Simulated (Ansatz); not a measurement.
Geometry optimisation, DFT PBEsol, scalar-relativistic, plane waves, PAW (Ansatz 0.2.0).

Input file:

```yaml
crystal:
  lattice:
    - [0.0, 5.66, 5.66]
    - [5.66, 0.0, 5.66]
    - [5.66, 5.66, 0.0]
  atoms:
    - { symbol: Ge, position: [0.0, 0.0, 0.0] }
    - { symbol: Ge, position: [0.125, 0.125, 0.125] }
    - { symbol: Ge, position: [0.0, 0.0, 0.5] }
    - { symbol: Ge, position: [0.125, 0.125, 0.625] }
    - { symbol: Ge, position: [0.0, 0.5, 0.0] }
    - { symbol: Ge, position: [0.125, 0.625, 0.125] }
    - { symbol: Ge, position: [0.0, 0.5, 0.5] }
    - { symbol: Ge, position: [0.125, 0.625, 0.625] }
    - { symbol: Ge, position: [0.5, 0.0, 0.0] }
    - { symbol: Ge, position: [0.625, 0.125, 0.125] }
    - { symbol: Ge, position: [0.5, 0.0, 0.5] }
    - { symbol: Ge, position: [0.625, 0.125, 0.625] }
    - { symbol: Ge, position: [0.5, 0.5, 0.0] }
    - { symbol: Ge, position: [0.625, 0.625, 0.125] }
    - { symbol: Ge, position: [0.5, 0.5, 0.5] }
    - { symbol: Ge, position: [0.625, 0.625, 0.625] }
    - { symbol: Li, position: [0.0580404, 0.3146036, 0.319112] }
basis:
  ecutwfc: 420.0
kpoints:
  mp_grid: { grid: [2, 2, 2] }
hamiltonian:
  xc: pbesol
scf:
  occupations: { method: fermi_dirac, width: 0.15 }
  lower_state_search: "off"
relax:
  f_tol: 0.08
  max_steps: 25
  adjacent_minimum: "off"
```

Launched with:

```bash
$ ansatz run input.yaml --threads 2 --pin off --max-ram 5120MiB --backend cpu --events-out ev --progress --plain --runs-dir out
```

Where does it end, and by what steps?

It converged. The threshold is loose, so the end isn't yet a minimum. The force dipped under the threshold on the way, but the program's further checks kept it going. Limits of this set-up: coarse k mesh, a small cell, in which the defect meets its images, a typed lattice constant that wasn't relaxed here. After 9 steps the energy has fallen by 0.667 eV; Li17 moved furthest, 1.09 Å. Joined: Ge12–Li17 (3.66 → 2.88 Å), Ge14–Li17 (3.68 → 2.88 Å), Ge15–Li17 (3.65 → 2.49 Å), Ge16–Li17 (3.63 → 2.88 Å).

| step | energy less start (eV) | largest force component (eV/Å) | accepted |
| --- | --- | --- | --- |
| 0 | 0.0000 | 1.169 | yes |
| 1 | -0.2781 | 0.259 | yes |
| 2 | -0.3292 | 0.079 | yes |
| 3 | -0.3410 | 0.086 | yes |
| 4 | -0.3853 | 0.180 | yes |
| 5 | -0.4541 | 0.206 | yes |
| 6 | -0.5424 | 0.163 | yes |
| 7 | -0.6197 | 0.073 | yes |
| 8 | -0.6197 | 0.073 | yes |
| 9 | -0.6670 | 0.069 | yes |

```xyz
17
Lattice="0.0000 5.6600 5.6600 5.6600 0.0000 5.6600 5.6600 5.6600 0.0000" Properties=species:S:1:pos:R:3
Ge -0.005 0.008 0.006
Ge 1.355 1.444 1.442
Ge 2.758 2.907 0.009
Ge 4.220 4.307 1.443
Ge 2.757 0.009 2.905
Ge 4.220 1.445 4.306
Ge 5.654 2.906 2.904
Ge 7.004 4.318 4.317
Ge -0.030 2.866 2.865
Ge 1.404 4.261 4.258
Ge 2.799 5.692 2.863
Ge 4.193 7.129 4.261
Ge 2.798 2.865 5.691
Ge 4.194 4.262 7.127
Ge 5.619 5.705 5.704
Ge 7.061 7.130 7.129
Li 4.183 1.481 1.479
```

Whether the end is a true minimum wasn't checked by a vibrational analysis.

Time of the run: 54 s on 2 threads of Intel(R) Xeon(R) Platinum 8559C (Emerald Rapids) (shared host), peak memory 1.1 GiB.
